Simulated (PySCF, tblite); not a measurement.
# 2-methoxypyrazine: a rotation path, then NMR shifts on frames, part 2 of 2

tblite 0.8.0 and PySCF 2.14.0. Atoms count from 0. The steps go on from the part before.

### Step 5. NMR shieldings: image 4, PBE0/pcSseg-1

Job settings and geometry (Å):

```
{"job": {"kind": "nmr", "xc": "PBE0", "basis": "pcSseg-1", "pop": false}, "charge": 0, "multiplicity": 1}
C     -2.407800    -0.345500     0.310800
O     -1.592800     0.285400    -0.660100
C     -0.254000     0.212000    -0.410500
C      0.391700     1.192500     0.350000
N      1.693000     1.148400     0.565800
C      2.367500     0.142300     0.026300
C      1.730400    -0.826700    -0.734800
N      0.422600    -0.795100    -0.941500
H     -3.434300    -0.181900    -0.009500
H     -2.202800    -1.419200     0.361300
H     -2.255800     0.099500     1.300700
H     -0.152100     2.019300     0.785400
H      3.430400     0.121000     0.219300
H      2.263300    -1.652500    -1.185600
```

Method: GIAO PBE0/pcSseg-1 NMR shielding, non-relativistic, gas phase.

The program printed:

```text
coarse grid: 12360 points
cycle   1  E = -378.2471229636  dE =  1.510e+00  |g| = 5.595e-01  |ddm| = 3.527e+00
cycle   2  E = -378.1955025683  dE =  5.162e-02  |g| = 7.887e-01  |ddm| = 1.066e+00
cycle   3  E = -378.3063513704  dE = -1.108e-01  |g| = 6.592e-02  |ddm| = 6.371e-01
cycle   4  E = -378.3069973177  dE = -6.459e-04  |g| = 3.432e-02  |ddm| = 7.147e-02
cycle   5  E = -378.3072341972  dE = -2.369e-04  |g| = 1.188e-02  |ddm| = 3.327e-02
cycle   6  E = -378.3072621865  dE = -2.799e-05  |g| = 4.353e-03  |ddm| = 1.264e-02
cycle   7  E = -378.3072666648  dE = -4.478e-06  |g| = 1.013e-03  |ddm| = 4.430e-03
final grid: 121464 points
cycle   8  E = -378.3621273800  dE = -2.577e-05  |g| = 1.152e-02  |ddm| = 2.664e-02
cycle   9  E = -378.3620991107  dE =  2.827e-05  |g| = 1.703e-02  |ddm| = 1.929e-02
cycle  10  E = -378.3621522057  dE = -5.310e-05  |g| = 1.577e-03  |ddm| = 1.260e-02
cycle  11  E = -378.3621527866  dE = -5.809e-07  |g| = 3.534e-04  |ddm| = 1.737e-03
cycle  12  E = -378.3621528094  dE = -2.279e-08  |g| = 1.753e-04  |ddm| = 4.338e-04
cycle  13  E = -378.3621528163  dE = -6.906e-09  |g| = 3.727e-05  |ddm| = 1.638e-04
cycle  14  E = -378.3621528166  dE = -2.618e-10  |g| = 1.591e-05  |ddm| = 3.966e-05
converged SCF energy = -378.3621528166

GIAO shielding tensors (ppm)
atom      isotropic    diamagn.    paramagn.     s11        s22        s33       span
  0 C      121.803     244.854    -123.051     86.911     97.438    181.060     94.150
  1 O      248.047     399.435    -151.388    204.276    224.728    315.137    110.860
  2 C       14.907     253.337    -238.429    -79.089     18.450    105.361    184.450
  3 C       40.834     254.430    -213.596    -54.671     35.817    141.356    196.027
  4 N     -125.492     329.698    -455.189   -478.098   -201.728    303.352    781.450
  5 C       39.612     254.346    -214.733    -70.417     37.100    152.154    222.571
  6 C       37.836     253.213    -215.377    -65.793     35.180    144.120    209.913
  7 N      -88.454     331.347    -419.802   -384.937   -155.026    274.601    659.538
  8 H       27.293      27.973      -0.680     24.324     24.547     33.009      8.685
  9 H       27.710      29.635      -1.925     23.511     26.296     33.322      9.811
 10 H       28.053      29.976      -1.923     23.832     26.777     33.550      9.718
 11 H       22.984      31.418      -8.433     19.197     21.789     27.968      8.771
 12 H       22.996      29.355      -6.358     20.166     22.632     26.192      6.025
 13 H       23.069      30.088      -7.019     19.405     23.486     26.315      6.910
```

Wall time 18 s (1 thread of Arm Neoverse V1, shared host); peak memory 0.76 GiB.

Key values: δ C2 172.0, C6 149.1, C5 147.3, C3 146.1, H11 8.73, H12 8.72 ppm.

### Step 6. Shielding tensors: image 6, PBE0/pcSseg-1

Job settings and geometry (Å):

```
{"job": {"kind": "nmr", "xc": "PBE0", "basis": "pcSseg-1", "pop": false}, "charge": 0, "multiplicity": 1}
C     -2.463800    -0.157700     0.352200
O     -1.537300    -0.212800    -0.712900
C     -0.227700    -0.038800    -0.437100
C      0.296200     0.883100     0.482300
N      1.593800     0.966800     0.703200
C      2.393600     0.150800     0.029700
C      1.884100    -0.719000    -0.921600
N      0.585100    -0.807300    -1.152600
H     -3.446800    -0.219000    -0.110500
H     -2.323500    -1.017300     1.016000
H     -2.393600     0.762600     0.934700
H     -0.318800     1.576600     1.039400
H      3.447000     0.208400     0.261600
H      2.511000    -1.376900    -1.506600
```

Level: GIAO PBE0/pcSseg-1 NMR shielding, non-relativistic, gas phase.

The program printed:

```text
coarse grid: 12360 points
cycle   1  E = -378.2473672962  dE =  1.531e+00  |g| = 5.579e-01  |ddm| = 3.522e+00
cycle   2  E = -378.1892803239  dE =  5.809e-02  |g| = 8.066e-01  |ddm| = 1.072e+00
cycle   3  E = -378.3066934115  dE = -1.174e-01  |g| = 7.774e-02  |ddm| = 6.355e-01
cycle   4  E = -378.3076696216  dE = -9.762e-04  |g| = 3.708e-02  |ddm| = 8.584e-02
cycle   5  E = -378.3079705698  dE = -3.009e-04  |g| = 1.026e-02  |ddm| = 3.417e-02
cycle   6  E = -378.3079919150  dE = -2.135e-05  |g| = 4.367e-03  |ddm| = 1.210e-02
cycle   7  E = -378.3079960698  dE = -4.155e-06  |g| = 1.201e-03  |ddm| = 4.221e-03
final grid: 121464 points
cycle   8  E = -378.3624415139  dE = -2.785e-05  |g| = 1.165e-02  |ddm| = 2.715e-02
cycle   9  E = -378.3624081722  dE =  3.334e-05  |g| = 1.797e-02  |ddm| = 1.959e-02
cycle  10  E = -378.3624668351  dE = -5.866e-05  |g| = 1.697e-03  |ddm| = 1.266e-02
cycle  11  E = -378.3624674979  dE = -6.628e-07  |g| = 3.093e-04  |ddm| = 1.626e-03
cycle  12  E = -378.3624675129  dE = -1.497e-08  |g| = 1.866e-04  |ddm| = 3.969e-04
cycle  13  E = -378.3624675214  dE = -8.509e-09  |g| = 3.525e-05  |ddm| = 1.785e-04
cycle  14  E = -378.3624675217  dE = -2.652e-10  |g| = 1.408e-05  |ddm| = 4.095e-05
converged SCF energy = -378.3624675217

GIAO shielding tensors (ppm)
atom      isotropic    diamagn.    paramagn.     s11        s22        s33       span
  0 C      128.480     245.048    -116.568    100.695    102.701    182.044     81.349
  1 O      228.012     397.939    -169.926    120.991    258.919    304.127    183.136
  2 C       17.349     252.118    -234.769    -70.707     16.902    105.852    176.559
  3 C       50.421     256.124    -205.703    -40.898     39.494    152.667    193.564
  4 N     -120.756     329.166    -449.922   -473.213   -200.679    311.623    784.837
  5 C       43.061     254.194    -211.133    -64.581     41.993    151.771    216.352
  6 C       37.851     253.140    -215.289    -66.098     35.861    143.790    209.888
  7 N      -80.848     331.004    -411.852   -372.488   -141.666    271.611    644.099
  8 H       27.370      27.809      -0.439     23.621     25.665     32.824      9.203
  9 H       27.899      29.487      -1.588     24.113     25.785     33.798      9.685
 10 H       27.366      29.766      -2.400     22.890     26.607     32.599      9.709
 11 H       23.130      32.270      -9.140     18.488     22.343     28.559     10.072
 12 H       23.240      29.430      -6.190     20.462     23.029     26.230      5.768
 13 H       23.169      29.777      -6.609     19.493     23.765     26.249      6.756
```

Wall time 18 s (1 thread of Arm Neoverse V1, shared host); peak memory 0.76 GiB.

This run: δ C2 169.6, C6 149.1, C5 143.9, C3 136.5, H11 8.59, H13 8.55 ppm.

### Step 7. NMR shieldings: image 8, PBE0/pcSseg-1

Job settings and geometry (Å):

```
{"job": {"kind": "nmr", "xc": "PBE0", "basis": "pcSseg-1", "pop": false}, "charge": 0, "multiplicity": 1}
C     -2.480100     0.003500     0.288400
O     -1.502200    -0.561300    -0.556100
C     -0.210900    -0.272600    -0.331900
C      0.273000     0.562800     0.687500
N      1.564400     0.787800     0.831900
C      2.397700     0.200900    -0.016000
C      1.922200    -0.624100    -1.023900
N      0.630600    -0.858100    -1.179300
H     -3.433000    -0.372500    -0.079500
H     -2.343200    -0.310400     1.327500
H     -2.475500     1.096300     0.233600
H     -0.370700     1.059900     1.399000
H      3.449100     0.402800     0.125600
H      2.577900    -1.115400    -1.729100
```

Level: GIAO PBE0/pcSseg-1 NMR shielding, non-relativistic, gas phase.

The program printed:

```text
coarse grid: 12360 points
cycle   1  E = -378.2527668982  dE =  1.540e+00  |g| = 5.494e-01  |ddm| = 3.523e+00
cycle   2  E = -378.1962342864  dE =  5.653e-02  |g| = 7.951e-01  |ddm| = 1.052e+00
cycle   3  E = -378.3104792123  dE = -1.142e-01  |g| = 8.190e-02  |ddm| = 6.166e-01
cycle   4  E = -378.3115556155  dE = -1.076e-03  |g| = 3.956e-02  |ddm| = 9.061e-02
cycle   5  E = -378.3118957322  dE = -3.401e-04  |g| = 1.067e-02  |ddm| = 3.681e-02
cycle   6  E = -378.3119175483  dE = -2.182e-05  |g| = 4.925e-03  |ddm| = 1.328e-02
cycle   7  E = -378.3119226836  dE = -5.135e-06  |g| = 1.259e-03  |ddm| = 4.667e-03
final grid: 121464 points
cycle   8  E = -378.3671614915  dE = -4.099e-05  |g| = 1.182e-02  |ddm| = 3.276e-02
cycle   9  E = -378.3671266240  dE =  3.487e-05  |g| = 1.834e-02  |ddm| = 1.974e-02
cycle  10  E = -378.3671878174  dE = -6.119e-05  |g| = 1.785e-03  |ddm| = 1.263e-02
cycle  11  E = -378.3671885441  dE = -7.266e-07  |g| = 2.788e-04  |ddm| = 1.657e-03
cycle  12  E = -378.3671885527  dE = -8.593e-09  |g| = 2.076e-04  |ddm| = 3.972e-04
cycle  13  E = -378.3671885635  dE = -1.082e-08  |g| = 3.893e-05  |ddm| = 1.988e-04
cycle  14  E = -378.3671885638  dE = -3.321e-10  |g| = 1.315e-05  |ddm| = 4.280e-05
converged SCF energy = -378.3671885638

GIAO shielding tensors (ppm)
atom      isotropic    diamagn.    paramagn.     s11        s22        s33       span
  0 C      130.952     245.429    -114.478    103.971    110.848    178.036     74.065
  1 O      209.063     396.934    -187.871     89.465    264.614    273.110    183.645
  2 C       19.175     252.313    -233.138    -64.076     14.247    107.354    171.430
  3 C       56.264     256.642    -200.377    -32.931     49.493    152.231    185.161
  4 N     -122.568     329.233    -451.801   -477.757   -202.174    312.228    789.985
  5 C       43.447     254.141    -210.694    -66.515     45.075    151.781    218.295
  6 C       37.514     253.029    -215.515    -67.169     35.487    144.225    211.394
  7 N      -73.604     330.663    -404.267   -360.430   -132.810    272.429    632.858
  8 H       27.216      27.606      -0.390     22.869     26.097     32.681      9.812
  9 H       27.844      29.546      -1.702     24.750     25.440     33.341      8.591
 10 H       27.835      29.523      -1.688     24.743     25.419     33.344      8.601
 11 H       23.513      32.878      -9.365     18.880     22.807     28.853      9.973
 12 H       23.214      29.469      -6.254     20.422     22.942     26.279      5.857
 13 H       23.167      29.621      -6.454     19.473     23.778     26.250      6.777
```

Run time: 18 s. Hardware: 1 thread of Arm Neoverse V1, shared host; peak memory 0.76 GiB.

This run: δ C2 167.8, C6 149.4, C5 143.5, C3 130.7, H13 8.55, H12 8.50 ppm.

### Step 8. Side by side: NMR shifts

Shifts (ppm) of some atoms, chosen among heavy atoms and hydrogens apart, with basis size and wall time:

| frame | C5 | C3 | C0 | H9 | H10 | O1 | N7 | functions | time |
| --- | --- | --- | --- | --- | --- | --- | --- | --- | --- |
| image 0 | 142.1 | 140.1 | 55.9 | 4.19 | 4.18 | 124.7 | 318.6 | 166 | 25 s |
| image 2 | 143.0 | 143.0 | 56.1 | 5.24 | 3.53 | 106.6 | 326.0 | 166 | 18 s |
| image 4 | 147.3 | 146.1 | 65.1 | 4.01 | 3.66 | 88.0 | 356.2 | 166 | 18 s |
| image 6 | 143.9 | 136.5 | 58.4 | 3.82 | 4.35 | 108.1 | 348.6 | 166 | 18 s |
| image 8 | 143.5 | 130.7 | 56.0 | 3.87 | 3.88 | 127.0 | 341.3 | 166 | 18 s |

### Step 9. Summary of results

What follows sums up all 2 parts.

```
                                       quantity                                   value
                                        barrier      0.426 eV (9.8 kcal/mol) at image 4
                          end to end (GFN2-xTB)                                0.200 eV
¹³C shifts against TMS (PBE0/pcSseg-1, image 0)    167.6, 147.6, 142.1, 140.1, 55.9 ppm
 ¹H shifts against TMS (PBE0/pcSseg-1, image 0)  8.56, 8.46, 8.39, 4.19, 4.18, 4.09 ppm
¹⁷O shifts against H2O (PBE0/pcSseg-1, image 0)                               124.7 ppm
¹⁵N shifts against NH3 (PBE0/pcSseg-1, image 0)                        388.8, 318.6 ppm
          surface potential, 1st and 99th percentile                      -1.59 V and 0.97 V
                       range of the shift of O1                       88.0 to 127.0 ppm
```

**Reading.** Along the band the dihedral turns by 180°, and the top (dihedral 93°) lies 9.8 kcal/mol above the start (GFN2-xTB, rough), so at room temperature this motion is fast. The top was not checked by a frequency run. Shifts at one fixed geometry are not the observed spectrum, which averages over the motion. In the first frame run (image 0): The largest span, 778 ppm, is at N4, where the paramagnetic term is -450 ppm. NICS(1)zz of -26 ppm above the planar ring from C2 marks a diatropic (aromatic) ring current. At PBE0/pcSseg-1, counted by nearest atom on the grid, the HOMO lies on O1 22 %; C3, C5 about 19 % each, the LUMO on N4, N7 about 24 % each; C3, C6 about 16 % each. In ppm, O1 moves most: its shift spreads over 39.0 ppm, from 88.0 (image 4) to 127.0 (image 8).
